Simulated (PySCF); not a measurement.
# CoOCl: structure of the quintet

The task is one start of a wider search on CoOCl: the quintet, from a linear start. It is relaxed, tested by its Hessian and followed downhill if it is a saddle.

Computed with PySCF 2.14.0. Level: PBE0, basis Co def2-TZVP, O def2-TZVP, Cl def2-TZVP, no relativity, density fitting.

## 1. Where the work starts

3 atoms, charge 0, spin multiplicity 5.

Bond lengths: Co1–O2 1.600 Å, Co1–Cl3 2.100 Å. Angles: O2–Co1–Cl3 180.0°.

```xyz
3
charge 0 multiplicity 5
Co    0.0000    0.0000    0.0000
O     0.0000    0.0000   -1.6000
Cl    0.0000    0.0000    2.1000
```

## 2. The SCF at the typed geometry

One driver script runs all steps and calls PySCF; scf.py shows how it sets up the SCF of each step. The optimiser is the driver's own. After this first run the driver tries any further starts and a stability analysis.

Contents of scf.py:

```python
from pyscf import gto, scf, dft
mol = gto.M(atom='''
Co     0.000000     0.000000     0.000000
O      0.000000     0.000000    -1.600000
Cl     0.000000     0.000000     2.100000''',
    basis={'Co': 'def2-TZVP', 'O': 'def2-TZVP', 'Cl': 'def2-TZVP'},
    charge=0, spin=4)
mf = dft.UKS(mol, xc='PBE0')
mf.grids.atom_grid = (50, 194)
aux = {'Co': 'def2-universal-JKFIT', 'O': 'def2-universal-JKFIT', 'Cl': 'def2-universal-JKFIT'}
mf = mf.density_fit(auxbasis=aux)
mf.conv_tol = 1e-08
mf.diis_space = 10
mf.max_cycle = 60
mf.init_guess = 'minao'
mf.verbose = 4
mf.kernel()
```

Run with:

```console
$ OMP_NUM_THREADS=4 python axn.py task.json out
```

Log, shortened:

```text
[... the frontier levels of the middle cycles are left out ...]
init E= -1916.84487277418
[... the frontier-level lines of each cycle are left out ...]
cycle= 1 E= -1901.06042354765  delta_E= 15.8  |g|= 5.72  |ddm|= 16.3
cycle= 2 E= -1846.71657405288  delta_E= 54.3  |g|= 13.7  |ddm|= 18.8
cycle= 3 E= -1896.72992790155  delta_E=  -50  |g|= 9.25  |ddm|= 7.32
cycle= 4 E= -1902.50449597331  delta_E= -5.77  |g|= 7.76  |ddm|= 1.57
cycle= 5 E= -1903.84963354462  delta_E= -1.35  |g|= 6.49  |ddm|= 3.84
cycle= 6 E= -1909.96220144633  delta_E= -6.11  |g|= 5.23  |ddm|= 3.07
cycle= 7 E= -1911.51370998135  delta_E= -1.55  |g|= 4.78  |ddm|= 1.63
cycle= 8 E= -1913.93404461969  delta_E= -2.42  |g|= 3.75  |ddm|= 0.965
cycle= 9 E= -1915.63224458461  delta_E= -1.7  |g|= 2.77  |ddm|= 0.745
cycle= 10 E= -1916.34927976826  delta_E= -0.717  |g|= 2.37  |ddm|= 0.571
cycle= 11 E= -1915.99248190943  delta_E= 0.357  |g|= 2.57  |ddm|= 0.427
cycle= 12 E= -1911.95079192019  delta_E= 4.04  |g|= 4.53  |ddm|= 3.49
cycle= 13 E= -1917.11979048532  delta_E= -5.17  |g|= 1.52  |ddm|=  3.4
cycle= 14 E= -1917.53997391884  delta_E= -0.42  |g|= 0.955  |ddm|= 0.937
[... 21 cycles left out ...]
cycle= 36 E= -1917.79291156194  delta_E= 1.7e-06  |g|= 0.000135  |ddm|= 0.0103
cycle= 37 E= -1917.79291477513  delta_E= -3.21e-06  |g|= 0.000398  |ddm|= 0.0221
cycle= 38 E= -1917.79291632095  delta_E= -1.55e-06  |g|= 0.00108  |ddm|= 0.0226
cycle= 39 E= -1917.79291625749  delta_E= 6.35e-08  |g|= 0.00107  |ddm|= 0.00167
cycle= 40 E= -1917.79291549074  delta_E= 7.67e-07  |g|= 0.000584  |ddm|= 0.0138
cycle= 41 E= -1917.79291568271  delta_E= -1.92e-07  |g|= 0.00068  |ddm|= 0.00245
cycle= 42 E= -1917.79291595466  delta_E= -2.72e-07  |g|= 0.000773  |ddm|= 0.00391
cycle= 43 E= -1917.79291523181  delta_E= 7.23e-07  |g|= 0.000419  |ddm|= 0.00957
cycle= 44 E= -1917.79291661008  delta_E= -1.38e-06  |g|= 0.000521  |ddm|= 0.0188
cycle= 45 E= -1917.79291607862  delta_E= 5.31e-07  |g|= 0.000305  |ddm|= 0.00983
cycle= 46 E= -1917.79291693884  delta_E= -8.6e-07  |g|= 0.000182  |ddm|= 0.0177
cycle= 47 E= -1917.792916959  delta_E= -2.02e-08  |g|= 1.92e-05  |ddm|= 0.000608
cycle= 48 E= -1917.79291699325  delta_E= -3.42e-08  |g|= 2.05e-05  |ddm|= 0.00316
cycle= 49 E= -1917.79291699808  delta_E= -4.83e-09  |g|= 7e-06  |ddm|= 0.00157
Extra cycle  E= -1917.79291699809  delta_E= -1.5e-11  |g|= 5.16e-06  |ddm|= 6.27e-06
converged SCF energy = -1917.79291699809  <S^2> = 6.0201426  2S+1 = 5.0080506
```

This step, with its further starts and checks, took 22 s on 4 threads of Arm Neoverse N1, shared host.

Energies from each starting density:

```tsv
start	energy (Eh)
the minimal-basis guess	-1917.792917
a thermally smeared density	-1917.792851
a smeared PBE density	-1917.792830
```

No lower solution of this spin turned up from the other starts or in the test of internal stability.

## 3. Relaxing the quintet from the linear start

The program finds C∞v symmetry in the start, which this walk keeps. Threshold on the gradient: 0.0003 Eh/bohr, with a further test on the energy change.

scf.py: that of step 2 with these lines changed.

```diff
@@ -3,3 +3,3 @@
-Co     0.000000     0.000000     0.000000
-O      0.000000     0.000000    -1.600000
-Cl     0.000000     0.000000     2.100000''',
+Co     0.000000     0.000000    -0.435342
+O      0.000000     0.000000    -2.035342
+Cl     0.000000     0.000000     1.664658''',
@@ -15 +14,0 @@
-mf.init_guess = 'minao'
```

The optimiser's trace:

```tsv
step	energy (Eh)	change (kJ/mol)	largest symmetric gradient (Eh/bohr)
0	-1917.792917	0.00	0.01514
1	-1917.793344	-1.12	0.00214
2	-1917.793359	-1.16	0.00069
3	-1917.793359	-1.16	0.00011
```

The walk took 9.2 s.

Geometry (Å) and forces (eV/Å) at some steps:

```
step 0
Co   0.000   0.000  -0.435   0.000   0.000   0.390
O    0.000   0.000  -2.035   0.000   0.000  -0.779
Cl   0.000   0.000   1.665   0.000   0.000   0.389
step 1
Co   0.000   0.000  -0.434   0.000   0.000  -0.067
O    0.000   0.000  -2.053   0.000   0.000  -0.043
Cl   0.000   0.000   1.682   0.000   0.000   0.110
step 2
Co   0.000   0.000  -0.436   0.000   0.000  -0.035
O    0.000   0.000  -2.056   0.000   0.000   0.013
Cl   0.000   0.000   1.686   0.000   0.000   0.023
step 3
Co   0.000   0.000  -0.436   0.000   0.000  -0.006
O    0.000   0.000  -2.056   0.000   0.000   0.004
Cl   0.000   0.000   1.687   0.000   0.000   0.002
```

It settles in C∞v symmetry, 1.2 kJ/mol below the start, after 3 steps: Co–Cl 2.123 Å, Co–O 1.620 Å; Cl–Co–O 180.0°.

## 4. Is it a minimum? Harmonic modes

On the finer grid the gradient is checked again; gradients at displacements of ±0.02 bohr then give force constants and infrared intensities.

scf.py: that of step 3 with these lines changed.

```diff
@@ -3,3 +3,3 @@
-Co     0.000000     0.000000    -0.435342
-O      0.000000     0.000000    -2.035342
-Cl     0.000000     0.000000     1.664658''',
+Co     0.000000    -0.000000    -0.439798
+O      0.000000    -0.000000    -2.059678
+Cl     0.000000     0.000000     1.683134''',
@@ -9 +9 @@
-mf.grids.atom_grid = (50, 194)
+mf.grids.atom_grid = (75, 302)
@@ -12 +12 @@
-mf.conv_tol = 1e-08
+mf.conv_tol = 1e-10
```

The driver hands on the density of the step before, so the log starts near convergence.

SCF at the final geometry:

```text
init E= -1917.79324748459
[... the frontier-level lines of each cycle are left out ...]
cycle= 1 E= -1917.7932474845  delta_E= 9.23e-11  |g|= 1.93e-05  |ddm|= 7.31e-06
cycle= 2 E= -1917.79324748217  delta_E= 2.33e-09  |g|= 9.82e-05  |ddm|= 3.72e-05
cycle= 3 E= -1917.79324748459  delta_E= -2.43e-09  |g|= 1.12e-06  |ddm|= 3.13e-05
cycle= 4 E= -1917.7932474846  delta_E= -5.46e-12  |g|= 1.12e-07  |ddm|= 7.09e-07
Extra cycle  E= -1917.79324748459  delta_E= 5.91e-12  |g|= 5.37e-07  |ddm|= 2.36e-07
converged SCF energy = -1917.79324748459  <S^2> = 6.0210228  2S+1 = 5.0084021
```

The whole step took 45 s.

Geometry: C∞v; Co–Cl 2.123 Å, Co–O 1.620 Å; Cl–Co–O 180.0°.

Harmonic modes (main isotopes):

```tsv
ω (cm⁻¹)	IR (km/mol)	type
97	33.5	bend
97	33.5	bend
415	39.9	stretch
878	36.4	stretch
```

Every mode is real; the point is a minimum.

Here the density breaks the symmetry of the frame, and no labels are given; pairs that should be degenerate can split.

Properties at this point:

| Quantity | Value |
| --- | --- |
| Dipole moment | 0.19 D |
| Highest occupied level | -8.90 eV |
| Lowest empty level | -4.33 eV |
| Rotational constants | 0.09454 cm⁻¹ |
| Zero-point energy | 8.9 kJ/mol |
| Principal polarisabilities | 25.2, 25.2, 71.7 bohr³ |
| Atomisation energy without zero-point energy | 762 kJ/mol |
| Principal traceless quadrupole moments about the centre of mass | -11.62, 5.81, 5.81 D Å |
| Entropy at 298.15 K and 1 bar (electronic part: spin only) | 286.9 J/(mol K) |
| Heat capacity Cp at 298.15 K | 53.7 J/(mol K) |
| Enthalpy at 298.15 K above 0 K | 13.49 kJ/mol |
| Rotational symmetry number | 1 |
| Spin squared ⟨S²⟩ | 6.021 |

Charges (e) and bond orders:

```tsv
atom	Mulliken	Löwdin	polar tensor	spin (Mulliken)	Mayer order to Co1
Co1	0.82	0.27	1.09	2.85	–
O2	-0.45	-0.25	-0.47	1.07	1.79
Cl3	-0.37	-0.02	-0.62	0.08	0.99
```

Outer orbital energies (eV). α occupied: -13.37, -12.13, -10.26, -10.23, -10.23, -9.65, -8.93, -8.93; empty: -0.67, 1.36, 1.36, 3.48. β occupied: -22.34, -11.64, -10.34, -10.20, -10.20, -9.69, -8.90, -8.90; empty: -4.33, -3.85, -3.85, -3.60.

Mulliken populations on Co1: s 6.49, p 12.34, d 7.35, f 0.00.

## 5. What came out

| quantity | value |
| --- | --- |
| minimum | quintet, C∞v |
| geometry | Co–Cl 2.123 Å, Co–O 1.620 Å; Cl–Co–O 180.0° |
| wavenumbers (cm⁻¹) | 97, 97, 415, 878 |
| dipole moment | 0.19 D |
| highest occupied, lowest empty level (either spin) | -8.90, -4.33 eV |
| polar-tensor charge of Co1 | +1.09 e |
| zero-point energy | 8.9 kJ/mol |
| entropy at 298.15 K | 286.9 J/(mol K) |
| atomisation energy (no zero-point energy) | 762 kJ/mol |
| ⟨S²⟩ | 6.021 |

**Reading.** The linear start keeps its C∞v symmetry and ends in a minimum. The strongest infrared band lies at 97 cm⁻¹ (bend). Most of the spin sits on Co1 (Mulliken spin 2.85, against 4 for the whole molecule). Other starts or spin states, not run here, may lie lower. The SCF density has lower symmetry than the nuclear frame. One determinant may miss the lowest occupation of an open d or f shell.

The search up to here took 76 s.
